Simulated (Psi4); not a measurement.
# A workflow on SnHSF (SMILES [F][Sn][SH]), part 2 of 3

Psi4 1.11. The steps go on from the part before.

**3. A structure relaxation at PBE0-D4/def2-TZVP (density fitting, core potential) (run 2)**

fhssn.inp

```
memory 3300 mb

molecule mol {
  F     -1.586081    -0.593626     0.189836
  Sn    -0.655071     1.104515     0.635466
  S      1.509621     0.298456    -0.264086
  H      0.871215    -0.868832    -0.572487
  symmetry c1
}

set {
  basis                   def2-TZVP
  reference               rks
  scf_type                df
  geom_maxiter            50
  max_force_g_convergence 0.0002
}

optimize("pbe0-d4")
print_variables()
```

On the command line:

```
$ psi4 -n 2 fhssn.inp fhssn.out
```

fhssn.out:

```text
Psi4 1.11 release

gradient() will perform analytic gradient computation.

   => Loading Basis Set <=

    Name: DEF2-TZVP
    Role: ORBITAL
    Keyword: BASIS

    !!!  WARNING: ECP capability is in beta. Please check occupations closely.  !!!

   => PBE0-D4(BJ,EEQ)ATM: Empirical Dispersion <=

        a1 =       0.400856
        a2 =       5.029288
       alp =      16.000000
        s6 =       1.000000
        s8 =       1.200655
        s9 =       1.000000
        ga =       3.000000
        gc =       2.000000
        wf =       6.000000

         ---------------------------------------------------------
                                   SCF
                              RKS Reference
                        2 Threads,   3147 MiB Core
         ---------------------------------------------------------

  ==> Geometry <==

    Molecular point group: c1
    Full point group: C1

    Geometry (in Angstrom), charge = 0, multiplicity = 1:

       Center              X                  Y                   Z               Mass
    ------------   -----------------  -----------------  -----------------  -----------------
         F           -1.239714083912    -1.348932502126    -0.221961788550    18.998403162730
         SN          -0.308704083912     0.349208497874     0.223668211450   119.902201630000
         S            1.855987916088    -0.456850502126    -0.675883788550    31.972071174400
         H            1.217581916088    -1.624138502126    -0.984284788550     1.007825032230

  Running in c1 symmetry.

  Rotational constants: A =      0.26170  B =      0.09982  C =      0.07226 [cm^-1]
  Rotational constants: A =   7845.42608  B =   2992.61956  C =   2166.29241 [MHz]
  Nuclear repulsion =  163.530226749944887

  Charge       = 0
  Multiplicity = 1
  Electrons    = 48
  Nalpha       = 24
  Nbeta        = 24

  ==> Algorithm <==

  SCF Algorithm Type is DF.
  DIIS enabled.
  MOM disabled.
  Fractional occupation disabled.
  Guess Type is SAD.
  Energy threshold   = 1.00e-08
  Density threshold  = 1.00e-08
  Integral threshold = 1.00e-12

  ==> Primary Basis <==

  Basis Set: DEF2-TZVP
    Blend: DEF2-TZVP
    Number of shells: 44
    Number of basis functions: 124
    Number of Cartesian functions: 143
    Spherical Harmonics?: true
    Max angular momentum: 3

  Core potential: DEF2-TZVP
    Number of shells: 4
    Number of ECP primitives: 18
    Number of ECP core electrons: 28
    Max angular momentum: 3

  ==> DFT Potential <==

   => LibXC <=

    Version 7.1.2

   => Composite Functional: PBE0-D4BJEEQATM <=

    PBE0-d4bjeeqatm Hyb-GGA Exchange-Correlation Functional

    Deriv               =              1
    GGA                 =           TRUE
    Meta                =          FALSE

    Exchange Hybrid     =           TRUE
    MP2 Hybrid          =          FALSE

   => Exchange Functionals <=

    0.7500   Perdew, Burke & Ernzerhof

   => Exact (HF) Exchange <=

    0.2500               HF

   => Correlation Functionals <=

    1.0000   Perdew, Burke & Ernzerhof

   => LibXC Density Thresholds  <==

    XC_HYB_GGA_XC_PBEH:  1.00E-15

   => Molecular Quadrature <=

    Radial Scheme          =       TREUTLER
    Pruning Scheme         =           NONE
    Nuclear Scheme         =       TREUTLER

    Blocking Scheme        =         OCTREE
    BS radius alpha        =              1
    Pruning alpha          =              1
    Radial Points          =             75
    Spherical Points       =            302
    Total Points           =          87138
    Total Blocks           =            717
    Max Points             =            254
    Max Functions          =            118
    Weights Tolerance      =       1.00E-15

   => Loading Basis Set <=

    Name: (DEF2-TZVP AUX)
    Role: JKFIT
    Keyword: DF_BASIS_SCF

  ==> Integral Setup <==

  DFHelper Memory: AOs need 0.054 GiB; user supplied 2.068 GiB.
  SCF_SUBTYPE=INCORE selected. In-core MEM_DF algorithm will be used.
  Using in-core AOs.

  ==> MemDFJK: Density-Fitted J/K Matrices <==

    J tasked:                   Yes
    K tasked:                   Yes
    wK tasked:                   No
    Memory [MiB]:              2117
    Algorithm:                 Core
    Schwarz Cutoff:           1E-12
    Mask sparsity (%):       3.1087
    Fitting Condition:        1E-10

   => Auxiliary Basis Set <=

  Basis Set: (DEF2-TZVP AUX)
    Blend: DEF2-UNIVERSAL-JKFIT
    Number of shells: 115
    Number of basis functions: 441
    Number of Cartesian functions: 577
    Spherical Harmonics?: true
    Max angular momentum: 5

  Cached 100.0% of DFT collocation blocks in 0.237 [GiB].

  Minimum eigenvalue in the overlap matrix is 4.1621075138E-03.
  Reciprocal condition number of the overlap matrix is 8.6781555021E-04.
    Using symmetric orthogonalization.

  ==> Pre-Iterations <==

  SCF Guess: Superposition of Atomic Densities via on-the-fly atomic UHF (no occupation information).

 WARNING: Atomic UHF is not converging! Try casting from a smaller basis or call Rob at CCMST.
   -------------------------
    Irrep   Nso     Nmo
   -------------------------
     A        124     124
   -------------------------
    Total     124     124
   -------------------------

  ==> Iterations <==

                           Total Energy        Delta E     RMS |[F,P]|

[... 1 line left out ...]
   @DF-RKS iter   1:  -712.61777465935052   -1.33984e+00   6.50167e-03 DIIS/ADIIS
[... 3 lines left out ...]
   @DF-RKS iter   5:  -712.85139127328614   -4.19096e-04   1.39765e-04 DIIS/ADIIS
[... 3 lines left out ...]
   @DF-RKS iter   9:  -712.85151343626228   -8.04221e-08   7.69813e-07 DIIS
[... 3 lines left out ...]
   @DF-RKS iter  13:  -712.85151343992720   -3.41061e-13   1.62912e-09 DIIS
[... 37 lines left out ...]
    Nuclear Repulsion Energy =            163.5302267499448874
[... 3 lines left out ...]
    Empirical Dispersion Energy =          -0.0029285971639162
[... 17 lines left out ...]
 Dipole Y            :         26.2521483          -25.3063659            0.9457824
[... 129 lines left out ...]
	Measures of convergence in internal coordinates in au.
[... 92 lines left out ...]
    !!!  WARNING: ECP capability is in beta. Please check occupations closely.  !!!
[... 54 lines left out ...]
   @DF-RKS iter   2:  -712.85233226156288    1.13039e-04   2.70066e-04 DIIS/ADIIS
[... 3 lines left out ...]
   @DF-RKS iter   6:  -712.85277110801394   -1.03997e-07   1.04734e-06 DIIS
[... 3 lines left out ...]
  Energy and wave function converged.
[... 17 lines left out ...]
    One-Electron Energy =               -1400.9651923278192953
[... 3 lines left out ...]
    VV10 Nonlocal Energy =                  0.0000000000000000
[... 17 lines left out ...]
 Dipole Z            :         16.7991449          -16.4328930            0.3662519
[... 96 lines left out ...]
	   Step    Total Energy     Delta E     Max Force     RMS Force      Max Disp      RMS Disp
[... 107 lines left out ...]
   @DF-RKS iter   0:  -712.84963885315051   -7.12850e+02   2.31475e-04
[... 3 lines left out ...]
   @DF-RKS iter   4:  -712.85283505163125   -7.75355e-07   4.54632e-06 DIIS
[... 3 lines left out ...]
   @DF-RKS iter   8:  -712.85283517142227   -2.28511e-11   1.55145e-08 DIIS
[... 14 lines left out ...]
  @DF-RKS Final Energy:  -712.85283517142568
[... 6 lines left out ...]
    DFT Exchange-Correlation Energy =     -41.2630858980362092
[... 17 lines left out ...]
 Dipole X            :        -24.1261978           24.0136271           -0.1125707
[... 91 lines left out ...]
	                                 ==> Convergence Check <==
[... 75 lines left out ...]
    Weights Tolerance      =       1.00E-15
[... 40 lines left out ...]
   @DF-RKS iter   2:  -712.85168233699176   -8.41638e-06   2.99961e-04 DIIS/ADIIS
[... 3 lines left out ...]
   @DF-RKS iter   6:  -712.85222403086505   -1.06017e-07   1.99041e-06 DIIS
[... 3 lines left out ...]
   @DF-RKS iter  10:  -712.85222406732146   -1.10276e-11   8.54691e-09 DIIS
[... 17 lines left out ...]
    Nuclear Repulsion Energy =            166.4862914117071568
[... 3 lines left out ...]
    Empirical Dispersion Energy =          -0.0029335544275707
[... 17 lines left out ...]
 Dipole Y            :         24.2918226          -23.5423807            0.7494419
[... 92 lines left out ...]
	Measures of convergence in internal coordinates in au.
[... 104 lines left out ...]
                           Total Energy        Delta E     RMS |[F,P]|
[... 4 lines left out ...]
   @DF-RKS iter   3:  -712.85286041244899   -3.35469e-04   1.97158e-05 DIIS
[... 3 lines left out ...]
   @DF-RKS iter   7:  -712.85286415583039   -9.85222e-09   4.48107e-07 DIIS
[... 3 lines left out ...]
  Energy and wave function converged.
[... 17 lines left out ...]
    One-Electron Energy =               -1399.5298792904402490
[... 3 lines left out ...]
    VV10 Nonlocal Energy =                  0.0000000000000000
[... 17 lines left out ...]
 Dipole Z            :         16.9260797          -16.5573573            0.3687224
[... 96 lines left out ...]
	   Step    Total Energy     Delta E     Max Force     RMS Force      Max Disp      RMS Disp
[... 90 lines left out ...]
   @DF-RKS iter   0:  -712.85312068871622   -7.12853e+02   6.13358e-05
[... 3 lines left out ...]
   @DF-RKS iter   4:  -712.85286695871696   -5.94571e-09   1.43737e-06 DIIS
[... 3 lines left out ...]
  Energy and wave function converged.
[... 37 lines left out ...]
    One-Electron Energy =               -1399.5849570281964134
[... 3 lines left out ...]
    VV10 Nonlocal Energy =                  0.0000000000000000
[... 17 lines left out ...]
 Dipole Z            :         16.7378271          -16.3791144            0.3587127
[... 28 lines left out ...]
    Radial Scheme          =       TREUTLER
    Pruning Scheme         =           NONE
    Nuclear Scheme         =       TREUTLER

    Blocking Scheme        =         OCTREE
    BS radius alpha        =              1
    Pruning alpha          =              1
    Radial Points          =             75
    Spherical Points       =            302
    Total Points           =          87110
    Total Blocks           =            718
    Max Points             =            255
    Max Functions          =            118
    Weights Tolerance      =       1.00E-15

  -Total Gradient:
     Atom            X                  Y                   Z
    ------   -----------------  -----------------  -----------------
       1       -0.000000500374    -0.000105481357    -0.000054294133
       2       -0.000028044526    -0.000032809839     0.000005759681
       3       -0.000086431958    -0.000024797493    -0.000003981412
       4        0.000032665738     0.000031553975     0.000020274014

	total time  =          6 seconds =       0.10 minutes

    			-----------------------------------------

    			 OPTKING 3.0: for geometry optimizations

    			        with contributions from

    			-----------------------------------------

	                            ===> Fragment 1 <==

	 Z (Atomic Numbers)          Masses                          Geom
	       9.000000            18.998403         -2.34488161 -2.47851767 -0.39257445
	      50.000000            119.902202        -0.56563091  0.64273395  0.41178116
	      16.000000            31.972071          3.43970753 -0.84099446 -1.25189646
	       1.000000             1.007825          2.37622912 -3.06501939 -1.87478634

	 - Coordinate -           - BOHR/RAD -       - ANG/DEG -
	 R(1,2)           =         3.681702           1.948273
	 R(2,3)           =         4.583886           2.425688
	 R(3,4)           =         2.542689           1.345533
	 B(1,2,3)         =         1.639420          93.931861
	 B(2,3,4)         =         1.577364          90.376289
	 D(1,2,3,4)       =        -0.001490          -0.085370

	        --- Internal Coordinate Step in ANG or DEG, aJ/ANG or AJ/DEG ---
	-------------------------------------------------------------------------------
	           Coordinate      Previous         Force          Change          New
	           ----------      --------        ------          ------        ------
	               R(1,2)       1.94827       -0.00017       -0.00007       1.94820
	               R(2,3)       2.42569        0.00030        0.00016       2.42584
	               R(3,4)       1.34553        0.00036        0.00008       1.34561
	             B(1,2,3)      93.93186        0.00001        0.02350      93.95536
	             B(2,3,4)      90.37629        0.00000        0.01457      90.39086
	           D(1,2,3,4)      -0.08537        0.00000        0.08289      -0.00248
	-------------------------------------------------------------------------------

	                                 ==> Convergence Check <==

	Measures of convergence in internal coordinates in au.

	Criteria marked as inactive (o), active & met (*), and active & unmet ( ).

	----------------------------------------------------------------------------------------------
	   Step    Total Energy     Delta E     Max Force     RMS Force      Max Disp      RMS Disp
	----------------------------------------------------------------------------------------------
	  Convergence Criteria              o    2.00e-04 *             o             o             o
	----------------------------------------------------------------------------------------------
	     6    -712.85286697   -2.81e-06 o    8.17e-05 *    4.43e-05 o    1.45e-03 o    6.40e-04 o  ~
	----------------------------------------------------------------------------------------------

Next Geometry in Ang
	Fragment 1 (Ang)

	    F  -1.2413202356  -1.3115566140  -0.2071293414
	   Sn  -0.2995410144   0.3401813206   0.2174766961
	    S   1.8205100294  -0.4451957361  -0.6618919314
	    H   1.2578354644  -1.6218573894  -0.9928609592

    Final optimized geometry and variables:
    Molecular point group: c1
    Full point group: C1

    Geometry (in Angstrom), charge = 0, multiplicity = 1:

    F           -1.240857907232    -1.311575064965    -0.207741454545
    SN          -0.299318986260     0.340120159110     0.217905203503
    S            1.820214838684    -0.445035100257    -0.662475078598
    H            1.257446298603    -1.621938412821    -0.992094206236

  Variable Map:
  ----------------------------------------------------------------------------
  "CURRENT ENERGY"                                  =>    -712.852866969629
  "CURRENT REFERENCE ENERGY"                        =>    -712.852866969629
  "DD SOLVATION ENERGY"                             =>       0.000000000000
  "DFT FUNCTIONAL TOTAL ENERGY"                     =>    -712.849928472861
  "DFT TOTAL ENERGY"                                =>    -712.852866969629
  "DFT VV10 ENERGY"                                 =>       0.000000000000
  "DFT XC ENERGY"                                   =>     -41.263048390833
  "DISPERSION CORRECTION ENERGY"                    =>      -0.002938496768
  "GRID ELECTRONS ALPHA"                            =>      23.999984230808
  "GRID ELECTRONS BETA"                             =>      23.999984230808
  "GRID ELECTRONS TOTAL"                            =>      47.999968461617
  "NUCLEAR REPULSION ENERGY"                        =>     166.565739700084
  "ONE-ELECTRON ENERGY"                             =>   -1399.584957028196
  "OPTIMIZATION ITERATIONS"                         =>       6.000000000000
  "PBE0-D4(BJ,EEQ)ATM DISPERSION CORRECTION ENERGY" =>      -0.002938496768
  "PCM POLARIZATION ENERGY"                         =>       0.000000000000
  "PE ENERGY"                                       =>       0.000000000000
  "SCF ITERATION ENERGY"                            =>    -712.852866969629
  "SCF ITERATIONS"                                  =>       7.000000000000
  "SCF TOTAL ENERGY"                                =>    -712.852866969629
  "TWO-ELECTRON ENERGY"                             =>     561.432337246084
  "XC GRID RADIAL POINTS"                           =>      75.000000000000
  "XC GRID SPHERICAL POINTS"                        =>     302.000000000000
  "XC GRID TOTAL POINTS"                            =>   87110.000000000000

  Array Variable Map:
  ----------------------------------------------------------------------------
  "-D GRADIENT"                                     =>      -0.000108603130 ... -0.000008840107 4 by 3
  "CURRENT DIPOLE"                                  =>      -0.099162267170 ... 0.358712733098 1 by 3
  "CURRENT GRADIENT"                                =>      -0.000000500374 ... 0.000020274014 4 by 3
  "DFT TOTAL GRADIENT"                              =>      -0.000000500374 ... 0.000020274014 4 by 3
  "DISPERSION CORRECTION GRADIENT"                  =>      -0.000108603130 ... -0.000008840107 4 by 3
  "PBE0-D4(BJ,EEQ)ATM DISPERSION CORRECTION GRADIENT" =>      -0.000108603130 ... -0.000008840107 4 by 3
  "SCF DIPOLE"                                      =>      -0.099162267170 ... 0.358712733098 1 by 3
  "SCF TOTAL ENERGIES"                              =>    -712.853120688716 ... -712.852866969629 1 by 8
  "SCF TOTAL GRADIENT"                              =>      -0.000000500374 ... 0.000020274014 4 by 3

    Psi4 run time: 0:02:27.02

[set-up sections that repeat, and orbital energies of the middle runs, are left out above]
```

Standard output:

```text
Optimizer: Optimization complete!
```

It took 2.5 min on 2 threads of AMD EPYC (Zen 3), shared host; peak memory 0.69 GiB.

Step by step:

```
step  energy from the first frame kept (eV)  largest force (eV/Å)
   0                                 0.0000                0.8880
   1                                -0.0342                0.2089
   2                                -0.0360                0.0373
   3                                -0.0193                0.2636
   4                                -0.0368                0.0206
   5                                -0.0368                0.0061
```

After the run. Bond lengths: F1–Sn2 1.948 Å, Sn2–S3 2.426 Å, S3–H4 1.346 Å. Angles: F1–Sn2–S3 93.9°, Sn2–S3–H4 90.4°.

Runs 3 to 6 aren't shown in full; the table further down has their settings and results.

(Part 2 of 3 ends here.)
